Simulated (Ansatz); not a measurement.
# CH₂AlClO: one structure at several levels

An exercise on one series of results from a longer session: the logs are not shown, and one member is left open.

Computed with Ansatz 0.2.0, Gaussian basis. Level: single points in def2-TZVPP.

Correlated methods freeze the cores.

1 further run of the same task is left out (it didn't finish).

### The system as given

SMILES `O=[CH][AlH][Cl]`, 6 atoms, charge 0, spin multiplicity 1.

Atoms are counted from 1 here; the program's logs count them from 0.

Bond lengths: O1–C2 1.224 Å, C2–Al3 2.018 Å, C2–H5 1.156 Å, Al3–Cl4 2.003 Å, Al3–H6 1.673 Å. Angles: O1–C2–Al3 107.7°, O1–C2–H5 120.4°, Al3–C2–H5 131.8°, C2–Al3–Cl4 117.0°, C2–Al3–H6 125.8°, Cl4–Al3–H6 117.1°.

As a file:

```xyz
6
CH2AlClO
O     0.9699   -1.3825   -0.5838
C     1.0029   -0.1720   -0.4062
Al   -0.7830    0.3867    0.3490
Cl   -2.1810   -1.0364    0.5275
H     1.9708    0.4238   -0.6145
H    -1.1728    1.9143    0.9095
```

Set-up of the first run:

Contents of run/in.yaml:

```yaml
crystal:
  periodic: [false, false, false]
  atoms:
    - {symbol: O, position_ang: [0.969864, -1.382506, -0.583824]}
    - {symbol: C, position_ang: [1.002850, -0.172021, -0.406248]}
    - {symbol: Al, position_ang: [-0.783024, 0.386705, 0.349031]}
    - {symbol: Cl, position_ang: [-2.180999, -1.036399, 0.527508]}
    - {symbol: H, position_ang: [1.970827, 0.423798, -0.614500]}
    - {symbol: H, position_ang: [-1.172822, 1.914291, 0.909476]}
basis:
  gaussian: {orbitals: def2-TZVPP}
hamiltonian: {xc: pbe, dispersion: d4}
output: {forces: true}
```

Run with:

```
$ ansatz run in.yaml --threads 2 --pin off --events-out ev --progress --plain --max-ram 3481MiB
```

Steps of the session up to this table: PBE-D4/def2-TZVPP; r2SCAN-D4/def2-TZVPP; PBE0-D4/def2-TZVPP; wB97M-V/def2-TZVPP; CCSD(T)/def2-TZVPP.

One table of the session follows, with a row left open; its other results are not shown here.

| method | RMS force component (eV/Å) | angle to CCSD(T) forces (°) | dipole (D) |
| --- | --- | --- | --- |
| PBE-D4 | 0.836 | 12.1 | 1.87 |
| r2SCAN-D4 | ? | ? | ? |
| PBE0-D4 | 0.863 | 28.8 | 2.14 |
| wB97M-V | 0.881 | 22.9 | 2.16 |
| CCSD(T) | 0.891 | reference | 2.07 |

Estimate the missing values for r2SCAN-D4.

As computed: RMS force component (eV/Å): 0.828; angle to CCSD(T) forces (°): 19.8; dipole (D): 1.99. In the column «RMS force component (eV/Å)» it is the lowest.
